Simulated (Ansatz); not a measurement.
# B₂FH₄N: one species, many methods

Aim: compute B₂FH₄N with functionals from several rungs and with coupled cluster. The yardstick is the atomisation energy at the CCSD(T) limit.

Computed with Ansatz 0.2.0, Gaussian basis. Level: functionals in def2-TZVPP, the program's frozen cores in correlated methods.

Levels to be run: LDA (SPW92), PBE-D4, revPBE-D4, BLYP-D4, r2SCAN-D4, B97M-V, PBE0-D4, B3LYP-D4, r2SCANh-D4, r2SCAN0-D4, HSE06-D4, BHLYP-D4, CAM-B3LYP-D4, LC-ωPBE, ωB97X-V, ωB97M-V, B2PLYP, PBE-QIDH; CCSD(T)/def2-SVP; CCSD(T)/def2-TZVPP; MP2/def2-QZVPP; extrapolation to the limit; RPA on PBE.

### 1 The relaxed structure

An earlier PBE0-D4 in a triple-zeta def2 set relaxation fixed the geometry.

SMILES `NBBF`, 8 atoms, charge 0, spin multiplicity 1.

Atoms are counted from 1 here; the program's logs count them from 0.

Bond lengths: N1–B2 1.388 Å, N1–H5 1.007 Å, N1–H6 1.008 Å, B2–B3 1.713 Å, B2–H7 1.200 Å, B3–F4 1.327 Å, B3–H8 1.212 Å. Angles: B2–N1–H5 124.0°, B2–N1–H6 122.8°, H5–N1–H6 113.3°, N1–B2–B3 117.2°, N1–B2–H7 117.4°, B3–B2–H7 125.4°, B2–B3–F4 121.6°, B2–B3–H8 123.9°, F4–B3–H8 114.5°.

### 2 LDA

This LDA is Slater exchange with PW92 correlation.

File in.yaml:

```yaml
crystal:
  periodic: [false, false, false]
  atoms:
    - {symbol: N, position_ang: [-0.552169, 1.185944, 0.037497]}
    - {symbol: B, position_ang: [0.204450, 0.189220, -0.562017]}
    - {symbol: B, position_ang: [0.417015, -1.266798, 0.315171]}
    - {symbol: F, position_ang: [1.145853, -2.266400, -0.164589]}
    - {symbol: H, position_ang: [-0.740211, 2.080609, -0.385138]}
    - {symbol: H, position_ang: [-0.969962, 1.080381, 0.948713]}
    - {symbol: H, position_ang: [0.655993, 0.417325, -1.650292]}
    - {symbol: H, position_ang: [-0.068867, -1.477282, 1.404956]}
basis:
  gaussian: {orbitals: def2-TZVPP}
hamiltonian: {xc: lda}
output: {orbitals: {seedname: orbitals}}
```

Command:

```console
$ ansatz run in.yaml --threads 2 --pin off --events-out ev --progress --plain --max-ram 4352MiB
```

After this run come: PBE-D4 (GGA); revPBE-D4 (GGA); BLYP-D4 (GGA); r2SCAN-D4 (meta-GGA); B97M-V (meta-GGA); PBE0-D4 (hybrid); B3LYP-D4 (hybrid); r2SCANh-D4 (hybrid); r2SCAN0-D4 (hybrid); HSE06-D4 (hybrid); BHLYP-D4 (hybrid); CAM-B3LYP-D4 (range-separated); LC-ωPBE (range-separated); ωB97X-V (range-separated); ωB97M-V (range-separated); B2PLYP (double hybrid); PBE-QIDH (double hybrid); CCSD(T) in def2-SVP; CCSD(T) in def2-TZVPP; MP2 in def2-QZVPP; RPA on PBE orbitals.

Q: Predict the results of all the runs planned. Wanted: atomisation energy, CCSD(T)/CBS; farthest beyond LDA; mean size of error, GGA; mean size of error, meta-GGA; mean size of error, hybrid; mean size of error, range-separated; mean size of error, double hybrid; gap, smallest and largest; T1 diagnostic.

The runs gave:

| quantity | value |
| --- | --- |
| atomisation energy, CCSD(T)/CBS | 3022.8 kJ/mol |
| functionals within 15.1 kJ/mol (0.5 %) | revPBE-D4, r2SCANh-D4, B2PLYP, PBE-QIDH |
| farthest beyond LDA | PBE-D4 (+87.7 kJ/mol) |
| mean size of error, GGA | 44.3 kJ/mol |
| mean size of error, meta-GGA | 27.7 kJ/mol |
| mean size of error, hybrid | 28.8 kJ/mol |
| mean size of error, range-separated | 35.9 kJ/mol |
| mean size of error, double hybrid | 4.7 kJ/mol |
| gap, smallest and largest | 3.37 eV (LDA (SPW92)), 11.12 eV (LC-ωPBE) |
| T1 diagnostic | 0.0146 |
| triples share of the correlation energy | 3.3 % |

In words: The LDA atomisation energy is off by 447.5 kJ/mol (15 %): it overbinds. PBE-D4 misses by +87.7 kJ/mol. Double hybrids carry the basis error of their MP2 part in triple zeta, and no dispersion term here, so their miss is partly the set-up's. Taken by rung, double hybrid functionals do best (4.7 kJ/mol on average) and GGA ones worst beyond LDA (44.3 kJ/mol). The reference freezes the cores and leaves out relativity and excitations past (T), so misses under about 15.1 kJ/mol can't be ranked. Hartree-Fock recovers 75 % of the binding; the rest is correlation. CCSD(T) in def2-SVP is off by -137.3 kJ/mol, worse than the median functional, from the basis alone. The gap grows from 3.4 to 11.1 eV across the functionals, mostly with the share of exact exchange.
